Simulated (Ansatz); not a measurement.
**CH3BFN: small, medium and large basis sets**

One table from this session's results is given with a row withheld; the runs are named, their logs left out.

Program: Ansatz 0.2.0, Gaussian basis. Level of theory: one geometry, several basis sets. These are calculated values, not measurements.

The runs, in order: PBE0-D4/def2-SVP; ωB97M-V/def2-SVP; PBE0-D4/def2-QZVPP; ωB97M-V/def2-QZVPP; the functionals' def2-TZVPP values are taken from earlier runs.

### Structure used throughout

All runs share one geometry, relaxed beforehand with PBE0-D4 in a triple-zeta def2 set.

SMILES `BN=CF`, 7 atoms, charge 0, spin multiplicity 1.

Atoms are counted from 1 here; the program's logs count them from 0.

Bond lengths: B1–N2 1.364 Å, B1–H5 1.196 Å, B1–H6 1.196 Å, N2–C3 1.223 Å, C3–F4 1.339 Å, C3–H7 1.088 Å. Angles: N2–B1–H5 118.8°, N2–B1–H6 118.8°, H5–B1–H6 122.5°, B1–N2–C3 178.6°, N2–C3–F4 122.5°, N2–C3–H7 126.7°, F4–C3–H7 110.8°.

Geometry (Å):

```
B    -0.48050    1.08984    0.57095
N     0.01861   -0.00843   -0.06647
C     0.46684   -1.00690   -0.61169
F     0.73990   -2.13198    0.06066
H     0.28441    1.89713    1.00994
H    -1.66627    1.21422    0.65976
H     0.69821   -1.12198   -1.66905
```

The first run:

in.yaml

```yaml
crystal:
  periodic: [false, false, false]
  atoms:
    - {symbol: B, position_ang: [-0.480499, 1.089841, 0.570947]}
    - {symbol: N, position_ang: [0.018610, -0.008433, -0.066468]}
    - {symbol: C, position_ang: [0.466837, -1.006899, -0.611695]}
    - {symbol: F, position_ang: [0.739898, -2.131981, 0.060663]}
    - {symbol: H, position_ang: [0.284414, 1.897132, 1.009941]}
    - {symbol: H, position_ang: [-1.666267, 1.214220, 0.659762]}
    - {symbol: H, position_ang: [0.698208, -1.121980, -1.669049]}
basis:
  gaussian: {orbitals: def2-SVP}
hamiltonian: {xc: pbe0, dispersion: d4}
output: {orbitals: {seedname: orbitals}}
```

Steps of the session up to this table: PBE0-D4 in def2-SVP; ωB97M-V in def2-SVP; PBE0-D4 in def2-QZVPP; ωB97M-V in def2-QZVPP.

One of the session's tables, all rows but one given; the rest of the session is left out.

It belongs to the step «Density functionals: the series». 

| functional | basis | HOMO (eV) |
| --- | --- | --- |
| PBE0-D4 | def2-SVP | -8.52 |
| PBE0-D4 | def2-TZVPP | -8.61 |
| PBE0-D4 | def2-QZVPP | -8.63 |
| ωB97M-V | def2-SVP | -10.70 |
| ωB97M-V | def2-TZVPP | -10.83 |
| ωB97M-V | def2-QZVPP | ? |

Q: Estimate the row for ωB97M-V, def2-QZVPP from the others.

The run gave: HOMO (eV): -10.85. In the column «HOMO (eV)» it is the lowest.
